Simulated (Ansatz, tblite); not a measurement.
**The cluster Cu₃H₆−: rung by rung**

The task here is to estimate one member of a computed series from the others.

The runs use Ansatz 0.2.0, Gaussian basis; as each input shows.

The runs, in order: GFN1-xTB, GFN2-xTB, PBE-D4/def2-TZVPD, r2SCAN-D4/def2-TZVPD, B3LYP-D4/def2-TZVPD, ωB97X-V/def2-TZVPD, CAM-B3LYP-D4/def2-TZVPD, PBE-QIDH/def2-TZVPD, B97M-V/def2-TZVPD, r2SCAN0-D4/def2-TZVPD, revPBE-D4/def2-TZVPD, PBE-D4/def2-SVPD, PBE0-D4/def2-SVPD, HF/STO-3G, HF/6-31G, B3LYP-D4/6-31G, CCSD(T)/def2-SVPD, MP2/def2-TZVPD, RPA/def2-TZVPD.

### The relaxed structure

The geometry is that of the singlet, from an earlier relaxation (r2SCAN-D4/def2-SVPD). At that level it is the lowest of the isomers that a small search found.

9 atoms, charge -1, spin multiplicity 1.

Bond lengths: Cu1–Cu2 2.471 Å, Cu1–H5 1.709 Å, Cu1–H6 1.549 Å, Cu1–H9 1.675 Å, Cu2–Cu3 2.469 Å, Cu2–H5 1.603 Å, Cu2–H7 1.513 Å, Cu2–H8 1.561 Å, Cu2–H9 1.560 Å, Cu3–H4 1.549 Å, Cu3–H5 1.710 Å, Cu3–H8 1.675 Å. Angles: Cu2–Cu1–H5 40.1°, Cu2–Cu1–H6 175.6°, Cu2–Cu1–H9 38.5°, H5–Cu1–H6 135.5°, H5–Cu1–H9 78.6°, H6–Cu1–H9 145.9°, Cu1–Cu2–Cu3 86.9°, Cu1–Cu2–H5 43.4°, Cu1–Cu2–H7 136.4°, Cu1–Cu2–H8 128.8°, Cu1–Cu2–H9 42.0°, Cu3–Cu2–H5 43.5°, Cu3–Cu2–H7 136.7°, Cu3–Cu2–H8 42.0°, Cu3–Cu2–H9 128.8°, H5–Cu2–H7 179.8°, H5–Cu2–H8 85.4°, H5–Cu2–H9 85.4° and more.

No spin-orbit coupling is included. The ion is computed in the gas phase, without counter-ions or solvent.

PBE0-D4/def2-TZVPD was run before; its log isn't repeated, and its numbers join the tables.

Set-up of the first run:

Tight binding, by tblite at 300 K electronic temperature and without a spin-polarisation term:

```python
tblite.interface.Calculator('GFN1-xTB', numbers, positions, charge=-1, uhf=0).singlepoint()
```

Tight binding, by tblite at 300 K electronic temperature and without a spin-polarisation term:

```python
tblite.interface.Calculator('GFN2-xTB', numbers, positions, charge=-1, uhf=0).singlepoint()
```

start.molden holds the orbitals of an earlier run on this state, given as this run's starting guess.

Input file in.yaml:

```yaml
crystal:
  periodic: [false, false, false]
  atoms:
    - {symbol: Cu, position_ang: [-0.618523, 1.457440, -0.919230]}
    - {symbol: Cu, position_ang: [0.790738, 0.265240, 0.723124]}
    - {symbol: Cu, position_ang: [-0.357064, -1.799512, 0.005438]}
    - {symbol: H, position_ang: [-1.189779, -3.005312, -0.496036]}
    - {symbol: H, position_ang: [-0.321059, -0.130183, -0.361900]}
    - {symbol: H, position_ang: [-1.553368, 2.101509, -1.973255]}
    - {symbol: H, position_ang: [1.838235, 0.644068, 1.747370]}
    - {symbol: H, position_ang: [0.847567, -1.262601, 1.038182]}
    - {symbol: H, position_ang: [0.563254, 1.729371, 0.236315]}
basis:
  gaussian: {orbitals: def2-TZVPD, initial_orbitals: start.molden}
total_charge: -1
hamiltonian: {xc: pbe, dispersion: d4}
scf: {omitted_lower_state_checks: [starts]}
output: {orbitals: {seedname: orbitals}}
```

Command:

```sh
$ ansatz run in.yaml --threads 4 --pin off --events-out ev --progress --plain --max-ram 3916MiB
```

Steps of the session up to this table: PBE-D4/def2-TZVPD; r2SCAN-D4/def2-TZVPD; B3LYP-D4/def2-TZVPD; ωB97X-V/def2-TZVPD; CAM-B3LYP-D4/def2-TZVPD; PBE-QIDH/def2-TZVPD; B97M-V/def2-TZVPD; r2SCAN0-D4/def2-TZVPD; revPBE-D4/def2-TZVPD; PBE-D4/def2-SVPD; PBE0-D4/def2-SVPD; HF/STO-3G; HF/6-31G; B3LYP-D4/6-31G; CCSD(T)/def2-SVPD; MP2/def2-TZVPD; RPA/def2-TZVPD.

One table of the session follows, with a row left open; its other results are not shown here.

```
                  level  LUMO (eV)  gap (eV)
              HF/STO-3G       8.57      6.92
               HF/6-31G       4.48      9.04
       PBE-D4/def2-SVPD       0.88      2.17
      PBE-D4/def2-TZVPD       0.89      2.20
   revPBE-D4/def2-TZVPD       0.96      2.20
   r2SCAN-D4/def2-TZVPD          ?         ?
      B97M-V/def2-TZVPD       0.77      2.30
         B3LYP-D4/6-31G       1.74      3.40
    B3LYP-D4/def2-TZVPD       1.29      3.59
      PBE0-D4/def2-SVPD       1.46      3.88
     PBE0-D4/def2-TZVPD       1.49      3.94
  r2SCAN0-D4/def2-TZVPD       1.50      4.07
CAM-B3LYP-D4/def2-TZVPD       2.31      6.14
     ωB97X-V/def2-TZVPD       3.16      7.96
```

Estimate the missing values for r2SCAN-D4/def2-TZVPD.

**Answer.** LUMO (eV): 0.93; gap (eV): 2.36. In the column «LUMO (eV)» it lies between PBE-D4/def2-TZVPD (0.89) and revPBE-D4/def2-TZVPD (0.96).

To keep in mind: The anion's highest level is positive in at least one run, so there the basis alone may hold the extra electron.
